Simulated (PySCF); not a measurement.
**C₆H₁₂Ge: NMR shifts and electronic excitations in gas and solvents**

Aim: compute the NMR shifts and electronic excitations of C₆H₁₂Ge (`C=C(C)[C@@H]1C[C@@H]1[GeH3]`), and see what a dielectric continuum does where one was used.

The runs use PySCF 2.14.0, with density-fitted response routines of our own; the level of theory stands in each step. All values are computed, except where a source is named. Atoms count from 0, in the outputs and in this text.

**1. Starting geometry**

19 atoms, charge 0, multiplicity 1; geometry from: GFN2-xTB. The atoms were then displaced at random by about 0.01 Å, so the start is not that level's minimum.

Bonds of the start (Å): C0–C1 1.31, C1–C2 1.51, C1–C3 1.50, C3–C4 1.47, C4–C5 1.49, C5–Ge6 1.95, C5–C3 1.48, C0–H7 1.08, C0–H8 1.11, C2–H9 1.07, C2–H10 1.09, C2–H11 1.08, C3–H12 1.10, C4–H13 1.08, C4–H14 1.08, C5–H15 1.08, Ge6–H16 1.49, Ge6–H17 1.50, Ge6–H18 1.49.

**2. Relaxing the molecule at PBE0-D3(BJ)/def2-SVP**

What the job is given:

```
{"job": {"xc": "PBE0", "basis": "def2-SVP", "d3": "d3bj", "grid": 1, "shake": 0.01, "kind": "geom"}, "charge": 0, "multiplicity": 1}
C     -1.057390     1.215530     0.538000
C     -1.137200    -0.008980     0.078560
C     -2.311280    -0.503690    -0.739210
C     -0.031040    -1.006430     0.289410
C      0.965520    -0.885540     1.357410
C      1.372870    -0.698220    -0.064750
Ge     1.949280     1.034130    -0.753370
H     -0.246300     1.615630     1.128650
H     -1.873970     1.946940     0.360170
H     -3.027980     0.281810    -0.876890
H     -2.783570    -1.340580    -0.216970
H     -1.935890    -0.854030    -1.693960
H     -0.414700    -2.010630     0.059990
H      1.256800    -1.772690     1.896070
H      0.927990    -0.014780     2.000490
H      1.924790    -1.520620    -0.486260
H      3.217310     0.856270    -1.517440
H      0.949860     1.667820    -1.681960
H      2.224170     2.005100     0.342790
```

Launch:

```
$ OMP_NUM_THREADS=1 python probes_run.py task.json out
```

The driver reads the jobs from task.json and runs them one after another.

What it wrote:

```text
step   0  E = -2311.83190889  max force = 0.043778
step   1  E = -2311.84048990  max force = 0.005026
step   2  E = -2311.84113334  max force = 0.002653
step   3  E = -2311.84144778  max force = 0.002594
step   4  E = -2311.84200181  max force = 0.005388
step   5  E = -2311.84236372  max force = 0.006800
step   6  E = -2311.84267250  max force = 0.002541
step   7  E = -2311.84278368  max force = 0.002010
step   8  E = -2311.84281600  max force = 0.000920
step   9  E = -2311.84283335  max force = 0.000743
step  10  E = -2311.84283632  max force = 0.000552
step  11  E = -2311.84284101  max force = 0.000275
optimisation converged
```

It took 3.4 min on 1 thread of Arm Neoverse V1, shared host; peak memory 0.83 GiB.

Along the way:

| step | energy from step 0 (eV) | largest force component (eV/Å) |
| --- | --- | --- |
| 0 | 0.0000 | 2.2512 |
| 1 | -0.2335 | 0.2584 |
| 2 | -0.2510 | 0.1364 |
| 3 | -0.2596 | 0.1334 |
| 4 | -0.2746 | 0.2771 |
| 5 | -0.2845 | 0.3497 |
| 6 | -0.2929 | 0.1307 |
| 7 | -0.2959 | 0.1034 |
| 8 | -0.2968 | 0.0473 |
| 9 | -0.2973 | 0.0382 |
| 10 | -0.2974 | 0.0284 |
| 11 | -0.2975 | 0.0141 |

Close pairs (by a distance rule), those that changed most:

| bond | before (Å) | after (Å) | change (Å) |
| --- | --- | --- | --- |
| Ge6–H16 | 1.491 | 1.543 | +0.052 |
| Ge6–H18 | 1.490 | 1.539 | +0.049 |
| C3–C5 | 1.480 | 1.520 | +0.040 |
| Ge6–H17 | 1.504 | 1.541 | +0.037 |
| C0–C1 | 1.310 | 1.339 | +0.028 |
| C2–H9 | 1.072 | 1.099 | +0.026 |
| C3–C4 | 1.466 | 1.491 | +0.026 |
| C5–H15 | 1.076 | 1.095 | +0.019 |

The end geometry stands in the next job.

| at the end point | value |
| --- | --- |
| point group (found at 0.08 Å tolerance) | C1 |
| rotational constants (GHz, main isotopes) | 2.551, 1.163, 1.008 |
| dipole moment (D) | 0.99 |

**3. Nuclear shieldings: PBE0/pcSseg-1 in acetone**

What the job is given:

```
{"job": {"kind": "nmr", "xc": "PBE0", "basis": "pcSseg-1", "solvent": "acetone", "pop": true}, "charge": 0, "multiplicity": 1}
C     -1.054698     1.300754     0.780389
C     -0.897957     0.197905     0.038178
C     -1.743421    -0.085032    -1.167679
C      0.144868    -0.832064     0.313113
C      1.293570    -0.623780     1.241327
C      1.548392    -0.656477    -0.243280
Ge     2.061930     0.968089    -1.190163
H     -0.446167     1.487451     1.668222
H     -1.804291     2.053521     0.522105
H     -2.479060     0.710166    -1.350620
H     -2.285905    -1.037968    -1.047532
H     -1.113619    -0.192505    -2.066399
H     -0.234932    -1.859182     0.248565
H      1.622452    -1.476614     1.841262
H      1.384574     0.337469     1.755073
H      2.022725    -1.564387    -0.630911
H      3.444527     0.739632    -1.835177
H      1.058375     1.316680    -2.306551
H      2.161820     2.154994    -0.215034
```

With the program's defaults for keys left out, this is: GIAO PBE0/pcSseg-1 NMR shielding, non-relativistic, IEF-PCM acetone.

What it wrote:

```text
coarse grid: 68160 points
cycle   1  E = -2311.9334552226  dE =  2.195e-02  |g| = 8.983e-01  |ddm| = 3.927e+00
cycle   2  E = -2311.9178602705  dE =  1.559e-02  |g| = 8.898e-01  |ddm| = 9.689e-01
cycle   3  E = -2312.0053642214  dE = -8.750e-02  |g| = 8.287e-02  |ddm| = 5.880e-01
cycle   4  E = -2312.0062538376  dE = -8.896e-04  |g| = 3.354e-02  |ddm| = 8.777e-02
cycle   5  E = -2312.0065358709  dE = -2.820e-04  |g| = 4.696e-03  |ddm| = 3.343e-02
cycle   6  E = -2312.0065404390  dE = -4.568e-06  |g| = 1.962e-03  |ddm| = 6.280e-03
final grid: 144752 points
cycle   7  E = -2312.0065189122  dE =  1.028e-06  |g| = 2.989e-03  |ddm| = 5.432e-03
cycle   8  E = -2312.0065154550  dE =  3.457e-06  |g| = 4.776e-03  |ddm| = 6.458e-03
cycle   9  E = -2312.0065210936  dE = -5.639e-06  |g| = 3.368e-04  |ddm| = 3.960e-03
cycle  10  E = -2312.0065211186  dE = -2.504e-08  |g| = 2.394e-05  |ddm| = 2.557e-04
cycle  11  E = -2312.0065211187  dE = -1.064e-10  |g| = 7.809e-06  |ddm| = 2.937e-05
converged SCF energy = -2312.0065211187

GIAO shielding tensors (ppm)
atom      isotropic    diamagn.    paramagn.     s11        s22        s33       span
  0 C       69.085     254.756    -185.671    -38.797     93.399    152.653    191.450
  1 C       27.792     260.028    -232.236    -96.182     18.911    160.647    256.828
  2 C      158.136     246.896     -88.760    143.027    145.225    186.157     43.130
  3 C      162.218     248.240     -86.022    131.147    148.299    207.208     76.061
  4 C      174.185     255.213     -81.027    145.364    171.818    205.375     60.011
  5 C      181.847     257.214     -75.367    150.638    175.728    219.177     68.539
  6 Ge    1540.512    2755.471   -1214.959   1431.273   1525.097   1665.166    233.893
  7 H       26.377      32.608      -6.231     22.883     24.106     32.141      9.257
  8 H       26.097      30.974      -4.877     23.263     24.817     30.211      6.947
  9 H       29.312      29.612      -0.299     25.334     27.351     35.252      9.918
 10 H       29.197      28.787       0.410     25.240     27.098     35.253     10.012
 11 H       29.242      30.317      -1.075     24.679     29.922     33.126      8.447
 12 H       29.732      32.244      -2.512     22.934     27.311     38.950     16.016
 13 H       30.181      30.946      -0.765     24.013     25.534     40.997     16.984
 14 H       30.370      33.286      -2.916     25.142     28.363     37.605     12.463
 15 H       30.840      32.406      -1.566     23.119     27.194     42.205     19.085
 16 H       27.371      27.996      -0.624     21.181     22.001     38.933     17.752
 17 H       27.553      29.063      -1.511     20.359     24.651     37.648     17.289
 18 H       27.867      28.761      -0.894     21.079     24.182     38.339     17.261
```

Run time: 37 s. Hardware: 1 thread of Arm Neoverse V1, shared host; peak memory 1.1 GiB.

The references, computed at this level on geometries of the same kind, shield at (ppm): ¹H TMS 31.24, ¹³C TMS 185.4, ⁷³Ge GeMe4 1329. Their shielding less the atom's gives the shift. The references are single molecules in the same continuum. Atoms listed in one row are averaged.

| atoms | environment | σ (ppm) | δ (ppm) |
| --- | --- | --- | --- |
| C1 | fully substituted alkene carbon | 27.8 | 157.6 |
| C0 | terminal =CH2 carbon | 69.1 | 116.3 |
| C2 | allylic methyl carbon | 158.1 | 27.3 |
| C3 | three-membered-ring carbon | 162.2 | 23.2 |
| C4 | three-membered-ring carbon | 174.2 | 11.2 |
| C5 | three-membered-ring carbon | 181.8 | 3.6 |
| H8 | hydrogen on a terminal =CH2 carbon | 26.10 | 5.14 |
| H7 | hydrogen on a terminal =CH2 carbon | 26.38 | 4.86 |
| H16, H17, H18 | hydrogen on a germanium bonded to C | 27.60 | 3.64 |
| H9, H10, H11 | hydrogen on an allylic methyl carbon | 29.25 | 1.99 |
| H12 | hydrogen on a three-membered-ring carbon | 29.73 | 1.51 |
| H13 | hydrogen on a three-membered-ring carbon | 30.18 | 1.06 |
| H14 | hydrogen on a three-membered-ring carbon | 30.37 | 0.87 |
| H15 | hydrogen on a three-membered-ring carbon | 30.84 | 0.40 |
| Ge6 | germanium bonded to C, 3 H | 1541 | -211 |

Charges from the same density, by scheme (e):

| atoms | Mulliken | IAO | Hirshfeld | ESP fit |
| --- | --- | --- | --- | --- |
| C0 | -0.10 | -0.35 | -0.12 | -0.63 |
| C1 | -0.41 | 0.03 | 0.01 | 0.32 |
| C2 | -0.17 | -0.42 | -0.12 | -0.57 |
| C3 | -0.13 | -0.14 | -0.04 | -0.22 |
| C4 | -0.14 | -0.28 | -0.09 | -0.43 |
| C5 | -0.51 | -0.38 | -0.12 | -0.02 |
| Ge6 | 0.32 | 0.47 | 0.29 | 0.11 |

Mayer bond orders: C0–C1 1.96, C1–C2 1.05, C1–C3 1.01, C3–C4 0.97, C4–C5 0.93, C5–Ge6 0.88, C5–C3 0.89.

Ring of atoms C3, C4, C5: NICS(0) -43.7, NICS(1) -8.4, NICS(1)zz -21.5 ppm (means of both faces).

In rings of three or four atoms NICS is ruled by the nearby σ bonds, so it says little on aromaticity.

**4. Nuclear shieldings: PBE0/pcSseg-1 in cyclohexane**

The job, as its differences from that of step 3:

```diff
@@ -1,2 +1,2 @@
-{"job": {"kind": "nmr", "xc": "PBE0", "basis": "pcSseg-1", "solvent": "acetone", "pop": true}, "charge": 0, "multiplicity": 1}
+{"job": {"kind": "nmr", "xc": "PBE0", "basis": "pcSseg-1", "solvent": "cyclohexane", "pop": false}, "charge": 0, "multiplicity": 1}
 C     -1.054698     1.300754     0.780389
```

With the program's defaults for keys left out, this is: GIAO PBE0/pcSseg-1 NMR shielding, non-relativistic, IEF-PCM cyclohexane.

What it wrote:

```text
coarse grid: 68160 points
cycle   1  E = -2311.9304130787  dE =  2.469e-02  |g| = 9.005e-01  |ddm| = 3.928e+00
cycle   2  E = -2311.9128334859  dE =  1.758e-02  |g| = 8.961e-01  |ddm| = 9.950e-01
cycle   3  E = -2312.0033934465  dE = -9.056e-02  |g| = 8.353e-02  |ddm| = 6.114e-01
cycle   4  E = -2312.0043428696  dE = -9.494e-04  |g| = 3.445e-02  |ddm| = 9.252e-02
cycle   5  E = -2312.0046388497  dE = -2.960e-04  |g| = 5.222e-03  |ddm| = 3.599e-02
cycle   6  E = -2312.0046445414  dE = -5.692e-06  |g| = 2.348e-03  |ddm| = 7.319e-03
final grid: 144752 points
cycle   7  E = -2312.0046222694  dE =  2.183e-06  |g| = 3.873e-03  |ddm| = 6.268e-03
cycle   8  E = -2312.0046149017  dE =  7.368e-06  |g| = 6.632e-03  |ddm| = 8.806e-03
cycle   9  E = -2312.0046260431  dE = -1.114e-05  |g| = 3.796e-04  |ddm| = 5.592e-03
cycle  10  E = -2312.0046260765  dE = -3.343e-08  |g| = 2.618e-05  |ddm| = 3.171e-04
cycle  11  E = -2312.0046260767  dE = -1.346e-10  |g| = 7.324e-06  |ddm| = 3.042e-05
converged SCF energy = -2312.0046260767

GIAO shielding tensors (ppm)
atom      isotropic    diamagn.    paramagn.     s11        s22        s33       span
  0 C       68.103     254.441    -186.338    -40.292     92.644    151.957    192.249
  1 C       29.409     259.862    -230.454    -94.248     21.911    160.563    254.811
  2 C      157.770     246.702     -88.932    142.523    145.161    185.627     43.104
  3 C      161.988     248.055     -86.067    131.107    147.937    206.922     75.815
  4 C      173.727     254.837     -81.110    144.819    171.297    205.064     60.244
  5 C      181.692     257.315     -75.623    150.395    175.609    219.072     68.676
  6 Ge    1540.128    2755.359   -1215.231   1431.452   1525.811   1663.121    231.669
  7 H       26.421      32.632      -6.211     22.879     24.149     32.233      9.354
  8 H       26.137      30.958      -4.821     23.267     24.884     30.260      6.992
  9 H       29.358      29.632      -0.274     25.401     27.403     35.270      9.870
 10 H       29.286      28.860       0.427     25.360     27.195     35.305      9.944
 11 H       29.266      30.326      -1.060     24.716     29.958     33.126      8.410
 12 H       29.862      32.345      -2.484     23.078     27.499     39.008     15.929
 13 H       30.248      31.059      -0.811     24.084     25.676     40.985     16.902
 14 H       30.439      33.340      -2.901     25.207     28.490     37.621     12.414
 15 H       30.978      32.586      -1.607     23.292     27.394     42.248     18.957
 16 H       27.350      27.934      -0.583     21.149     21.988     38.913     17.764
 17 H       27.527      28.981      -1.453     20.326     24.625     37.630     17.304
 18 H       27.835      28.674      -0.839     21.043     24.145     38.318     17.275
```

Wall time 35 s (1 thread of Arm Neoverse V1, shared host); peak memory 1.1 GiB.

This run: δ C1 155.4, C0 116.7, C2 27.0, C3 22.8, H8 5.12, H7 4.84 ppm.

(Part 1 of 2 ends here.)
